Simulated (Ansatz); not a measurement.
# CH5AlFNS: the cost of one run

All numbers are computed with Ansatz 0.2.0, driven from Python. Level of theory: Hartree-Fock/cc-pVDZ.

### 1 The structure

Bond lengths: N1–C2 1.431 Å, C2–F3 1.353 Å, C2–Al4 1.972 Å, C2–S5 1.833 Å, N1–H6 1.099 Å, N1–H7 1.083 Å, Al4–H8 1.580 Å, Al4–H9 1.666 Å, S5–H10 1.432 Å. Angles: N1–C2–F3 108.1°, N1–C2–Al4 110.5°, N1–C2–S5 113.7°, F3–C2–Al4 106.4°, F3–C2–S5 108.8°, Al4–C2–S5 109.1°, C2–N1–H6 107.9°, C2–N1–H7 108.1°, H6–N1–H7 102.0°, C2–Al4–H8 121.8°, C2–Al4–H9 116.9°, H8–Al4–H9 121.2°, C2–S5–H10 91.9°.

ch5alfns.xyz, read by the script:

```xyz
10

N    -0.40170    0.54790    1.17810
C     0.33720    0.16090    0.01540
F     1.65470    0.29520    0.29130
Al    0.04440   -1.74750   -0.38610
S    -0.05920    1.15430   -1.47370
H    -1.46130    0.62050    0.89610
H    -0.15800    1.57880    1.40510
H     0.75890   -2.46160   -1.60060
H    -1.07850   -2.54990    0.54680
H     0.44650    2.35020   -0.86950
```

### 2 The code

File ch5alfns_opt.py:

```python
import ansatz as az
import numpy as np
import pandas as pd


def main() -> None:
    system = az.Crystal.molecule_from_extxyz('ch5alfns.xyz')

    calculation = (
        system.calculation()
        .basis(gaussian='cc-pVDZ')
        .functional('hf')
    )
    symbols = [site.symbol for site in system.cartesian_sites]
    start = np.array([site.position_ang for site in system.cartesian_sites], dtype=float)
    def progress(event):
        if event['event'] == 'relax_step':
            row = event['data']
            print(f'step {row["step"]:3d}  E = {row["lagrangian_ev"]:.6f} eV  largest force component {row["allowed_force_max_ev_ang"]:.4f} eV/A')


    data = calculation.relax(force_tolerance=0.005).session().plan().execute(on_event=progress).report
    end = np.array(data['positions_ang'])

    for key in ('converged', 'free_energy_ev', 'reference_energy_ev', 'n_frozen', 'n_occupied', 'n_virtual'):
        print(f'{key:22s} {data[key]}')

    print('final positions (A) and the move of each atom')
    for symbol, xyz, old in zip(symbols, end, start):
        print(f'{symbol:2s} {xyz[0]:10.5f} {xyz[1]:10.5f} {xyz[2]:10.5f}   {np.linalg.norm(xyz - old):7.4f}')

    charges = data['charge_distribution']
    table = pd.DataFrame({'atom': symbols, 'mulliken': charges['mulliken_charges_e'], 'lowdin': charges['lowdin_charges_e']})
    print(table.round(3).to_string())
    print('dipole (e A):', np.round(charges['dipole_moment_e_ang'], 4) + 0.0)


if __name__ == '__main__':
    main()
```

### 3 The input behind the calls

The engine receives this input:

```yaml
crystal:
  periodic: [false, false, false]
  atoms:
    - { symbol: "N", position_ang: [-0.4017, 0.5479, 1.1781] }
    - { symbol: C, position_ang: [0.3372, 0.1609, 0.0154] }
    - { symbol: F, position_ang: [1.6547, 0.2952, 0.2913] }
    - { symbol: Al, position_ang: [0.0444, -1.7475, -0.3861] }
    - { symbol: S, position_ang: [-0.0592, 1.1543, -1.4737] }
    - { symbol: H, position_ang: [-1.4613, 0.6205, 0.8961] }
    - { symbol: H, position_ang: [-0.158, 1.5788, 1.4051] }
    - { symbol: H, position_ang: [0.7589, -2.4616, -1.6006] }
    - { symbol: H, position_ang: [-1.0785, -2.5499, 0.5468] }
    - { symbol: H, position_ang: [0.4465, 2.3502, -0.8695] }
basis:
  gaussian:
    orbitals: cc-pVDZ
hamiltonian:
  xc: hf
relax:
  f_tol: 0.005
```

### 4 The run

The run is started by

```bash
$ python ch5alfns_opt.py
```

Q: Estimate wall time and peak memory on 1 thread of AMD EPYC 7R43 (Zen 3), shared host.

About 2.7 min, with a peak of 0.33 GiB.
